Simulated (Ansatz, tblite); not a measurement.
**Diphenyl sulfone (C12H10O2S): a ladder of methods and basis sets**

An exercise on one series of results from a longer session: the logs are not shown, and one member is left open.

Method: as each input shows; program: Ansatz 0.2.0, Gaussian basis.

The runs, in order: GFN1-xTB, GFN2-xTB, PBE-D4/def2-TZVP, r2SCAN-D4/def2-TZVP, PBE-D4/def2-SVP, PBE0-D4/def2-SVP, HF/6-31G, B3LYP-D4/6-31G, MP2/def2-SVP.

4 further runs of the same task are left out: 4 that didn't finish. Runs told in other sessions of the task aren't counted.

## The geometry

The geometry is that of the singlet, from an earlier relaxation (r2SCAN-D4/def2-SVP).

SMILES `O=S(=O)(c1ccccc1)c1ccccc1`, 25 atoms, charge 0, spin multiplicity 1.

Bond lengths: O1–S2 1.470 Å, S2–O3 1.470 Å, S2–C4 1.798 Å, S2–C10 1.798 Å, C4–C5 1.397 Å, C4–C9 1.397 Å, C5–C6 1.397 Å, C5–H16 1.093 Å, C6–C7 1.399 Å, C6–H17 1.094 Å, C7–C8 1.399 Å, C7–H18 1.094 Å, C8–C9 1.397 Å, C8–H19 1.094 Å, C9–H20 1.093 Å, C10–C11 1.397 Å, C10–C15 1.397 Å, C11–C12 1.397 Å and more. Angles: O1–S2–O3 122.4°, O1–S2–C4 107.2°, O1–S2–C10 107.2°, O3–S2–C4 107.2°, O3–S2–C10 107.2°, C4–S2–C10 104.1°, S2–C4–C5 119.0°, S2–C4–C9 119.0°, C5–C4–C9 121.9°, C4–C5–C6 118.7°, C4–C5–H16 119.6°, C6–C5–H16 121.7°, C5–C6–C7 120.1°, C5–C6–H17 119.8°, C7–C6–H17 120.1°, C6–C7–C8 120.4°, C6–C7–H18 119.8°, C8–C7–H18 119.8° and more.

As a file:

```mol
C12H10O2S
  3D, bonds by distance, orders not assigned

 25 26  0  0  0  0  0  0  0  0999 V2000
   -0.0614   -2.0957    1.8352 O   0  0
   -0.0387   -1.7118    0.4164 S   0  0
   -0.0473   -2.7047   -0.6676 O   0  0
   -1.4321   -0.6093    0.1401 C   0  0
   -1.9749   -0.5115   -1.1436 C   0  0
   -3.0626    0.3405   -1.3497 C   0  0
   -3.5944    1.0700   -0.2807 C   0  0
   -3.0497    0.9463    1.0023 C   0  0
   -1.9624    0.0976    1.2225 C   0  0
    1.4033   -0.6661    0.1701 C   0  0
    1.9628   -0.0130    1.2712 C   0  0
    3.0881    0.7912    1.0744 C   0  0
    3.6395    0.9250   -0.2045 C   0  0
    3.0770    0.2492   -1.2931 C   0  0
    1.9521   -0.5586   -1.1104 C   0  0
   -1.5552   -1.1127   -1.9546 H   0  0
   -3.5029    0.4285   -2.3469 H   0  0
   -4.4477    1.7339   -0.4471 H   0  0
   -3.4800    1.5064    1.8373 H   0  0
   -1.5338   -0.0377    2.2191 H   0  0
    1.5261   -0.1560    2.2632 H   0  0
    3.5419    1.3085    1.9244 H   0  0
    4.5221    1.5539   -0.3527 H   0  0
    3.5222    0.3442   -2.2875 H   0  0
    1.5079   -1.1179   -1.9380 H   0  0
  1  2  8  0
  2  3  8  0
  2  4  8  0
  2 10  8  0
  4  5  8  0
  4  9  8  0
  5  6  8  0
  5 16  8  0
  6  7  8  0
  6 17  8  0
  7  8  8  0
  7 18  8  0
  8  9  8  0
  8 19  8  0
  9 20  8  0
 10 11  8  0
 10 15  8  0
 11 12  8  0
 11 21  8  0
 12 13  8  0
 12 22  8  0
 13 14  8  0
 13 23  8  0
 14 15  8  0
 14 24  8  0
 15 25  8  0
M  END
```

PBE0-D4/def2-TZVP was run before; its log isn't repeated, and its numbers join the tables.

Set-up of the first run:

Tight binding, by tblite at 300 K electronic temperature and without a spin-polarisation term:

```python
tblite.interface.Calculator('GFN1-xTB', numbers, positions, charge=0, uhf=0).singlepoint()
```

Tight binding, by tblite at 300 K electronic temperature and without a spin-polarisation term:

```python
tblite.interface.Calculator('GFN2-xTB', numbers, positions, charge=0, uhf=0).singlepoint()
```

start.molden holds the orbitals of an earlier run on this state, given as this run's starting guess.

File in.yaml:

```yaml
crystal:
  periodic: [false, false, false]
  atoms:
    - {symbol: O, position_ang: [-0.061351, -2.095675, 1.835180]}
    - {symbol: S, position_ang: [-0.038707, -1.711848, 0.416383]}
    - {symbol: O, position_ang: [-0.047262, -2.704736, -0.667557]}
    - {symbol: C, position_ang: [-1.432148, -0.609338, 0.140105]}
    - {symbol: C, position_ang: [-1.974889, -0.511545, -1.143641]}
    - {symbol: C, position_ang: [-3.062607, 0.340482, -1.349672]}
    - {symbol: C, position_ang: [-3.594437, 1.070013, -0.280722]}
    - {symbol: C, position_ang: [-3.049736, 0.946331, 1.002277]}
    - {symbol: C, position_ang: [-1.962401, 0.097637, 1.222499]}
    - {symbol: C, position_ang: [1.403282, -0.666125, 0.170131]}
    - {symbol: C, position_ang: [1.962839, -0.012958, 1.271228]}
    - {symbol: C, position_ang: [3.088074, 0.791177, 1.074410]}
    - {symbol: C, position_ang: [3.639520, 0.924988, -0.204544]}
    - {symbol: C, position_ang: [3.076980, 0.249166, -1.293073]}
    - {symbol: C, position_ang: [1.952133, -0.558557, -1.110392]}
    - {symbol: H, position_ang: [-1.555166, -1.112691, -1.954560]}
    - {symbol: H, position_ang: [-3.502924, 0.428465, -2.346908]}
    - {symbol: H, position_ang: [-4.447671, 1.733902, -0.447060]}
    - {symbol: H, position_ang: [-3.479970, 1.506405, 1.837321]}
    - {symbol: H, position_ang: [-1.533819, -0.037720, 2.219070]}
    - {symbol: H, position_ang: [1.526126, -0.155952, 2.263181]}
    - {symbol: H, position_ang: [3.541917, 1.308468, 1.924432]}
    - {symbol: H, position_ang: [4.522133, 1.553861, -0.352659]}
    - {symbol: H, position_ang: [3.522211, 0.344220, -2.287466]}
    - {symbol: H, position_ang: [1.507875, -1.117949, -1.937961]}
basis:
  gaussian: {orbitals: def2-TZVP, initial_orbitals: start.molden}
hamiltonian: {xc: pbe, dispersion: d4}
scf: {omitted_lower_state_checks: [starts]}
output: {orbitals: {seedname: orbitals}}
```

Command:

```console
$ ansatz run in.yaml --threads 4 --pin off --events-out ev --progress --plain --max-ram 6963MiB
```

Among the steps run: PBE-D4/def2-TZVP; r2SCAN-D4/def2-TZVP; PBE-D4/def2-SVP; PBE0-D4/def2-SVP; HF/6-31G; B3LYP-D4/6-31G; MP2/def2-SVP.

One of the session's tables, all rows but one given; the rest of the session is left out.

It belongs to the step «Binding energy». 

```
              level  binding an atom (eV)
           HF/6-31G                 3.061
        HF/def2-SVP                 3.567
    PBE-D4/def2-SVP                 5.219
   PBE-D4/def2-TZVP                 5.198
r2SCAN-D4/def2-TZVP                 5.027
     B3LYP-D4/6-31G                     ?
   PBE0-D4/def2-SVP                 5.082
  PBE0-D4/def2-TZVP                 5.063
       MP2/def2-SVP                 4.853
```

**Question.** Estimate the row for B3LYP-D4/6-31G.

The run gave: binding an atom (eV): 4.606. In the column «binding an atom (eV)» it lies between HF/def2-SVP (3.567) and MP2/def2-SVP (4.853).

Limits of these values: Free atoms were run apart at each level; binding is atoms less cluster, divided by the number of atoms, without zero-point or spin-orbit terms.
